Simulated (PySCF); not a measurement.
# C4H6F2O: electronic excitations and core binding energies

Aim: predict the electronic excitations and core binding energies of C4H6F2O (`CC1[C@@H](F)O[C@@H]1F`).

Computed with PySCF 2.14.0, with density-fitted response routines of our own, on a single molecule in the gas phase. Atoms are numbered from 0 throughout.

### Step 1. The molecule as given

13 atoms, charge 0, multiplicity 1; geometry from: GFN2-xTB.

Bonds of the start (Å): C0–C1 1.51, C1–C2 1.54, C2–F3 1.36, C2–O4 1.40, O4–C5 1.41, C5–F6 1.36, C5–C1 1.54, C0–H7 1.09, C0–H8 1.09, C0–H9 1.09, C1–H10 1.09, C2–H11 1.10, C5–H12 1.10.

### Step 2. Ultraviolet spectrum: B3LYP/def2-SVPD

Job settings and geometry (Å):

```
{"job": {"kind": "uv", "xc": "B3LYP", "basis": "def2-SVPD", "nstates": 8, "ntriplets": 3}, "charge": 0, "multiplicity": 1}
C      1.511484     0.105223    -0.029463
C      0.054271     0.306644    -0.389497
C     -0.829007    -0.951055    -0.507798
F     -0.194246    -2.105215    -0.160942
O     -1.671879    -0.509185     0.525739
C     -0.911569     0.652146     0.753798
F     -1.646106     1.776985     0.532110
H      1.607836    -0.593836     0.797527
H      2.052969    -0.294194    -0.883219
H      1.954363     1.056562     0.254855
H     -0.064328     0.983886    -1.235313
H     -1.353697    -1.152817    -1.448545
H     -0.514478     0.725344     1.773022
```

With the program's defaults for keys left out, this is: TDDFT B3LYP/def2-SVPD, vertical, gas phase, core orbitals frozen in the response.

Run with:

```bash
OMP_NUM_THREADS=1 python probes_run.py task.json out
```

One launch serves the whole session: the jobs run in the order shown.

**Question.** This job is followed by: delta-SCF UKS SCAN, pcX-2 on the ionised atom, pcseg-1 elsewhere, spin-free X2C. What will the session give for the following? lowest singlet (B3LYP/def2-SVPD); brightest single state of those computed; lowest triplet; C1s binding energies, SCAN/pcX-2; F1s binding energies, SCAN/pcX-2; O1s binding energies, SCAN/pcX-2.

**Answer**, as computed:

| quantity | value |
| --- | --- |
| lowest singlet (B3LYP/def2-SVPD) | 8.02 eV (155 nm), f = 0.023 |
| brightest single state of those computed | state 8, 9.20 eV, f = 0.036 |
| lowest triplet | 7.83 eV |
| C1s binding energies, SCAN/pcX-2 | C2 294.78, C5 294.77, C1 291.51, C0 291.25 eV |
| F1s binding energies, SCAN/pcX-2 | F3 692.91, F6 692.87 eV |
| O1s binding energies, SCAN/pcX-2 | O4 539.21 eV |

What this shows: The lowest singlet, at 8.02 eV, is HOMO→LUMO 0.97 and is weak; of the 8 states computed, the strongest absorption comes from state 8 at 9.20 eV (the last computed, so partners may be missing). The lowest triplet lies 0.19 eV below the lowest singlet (triplets in Tamm-Dancoff, singlets in full TDDFT). States above −ε(HOMO) lie where TDDFT describes them poorly and they hang on the basis; the brightest is among them. C2 (sp3 CH bonded to F and O) binds its C1s electron 3.52 eV more tightly than C0 (methyl carbon). The F1s levels computed lie within 0.04 eV of one another, too close to rank.
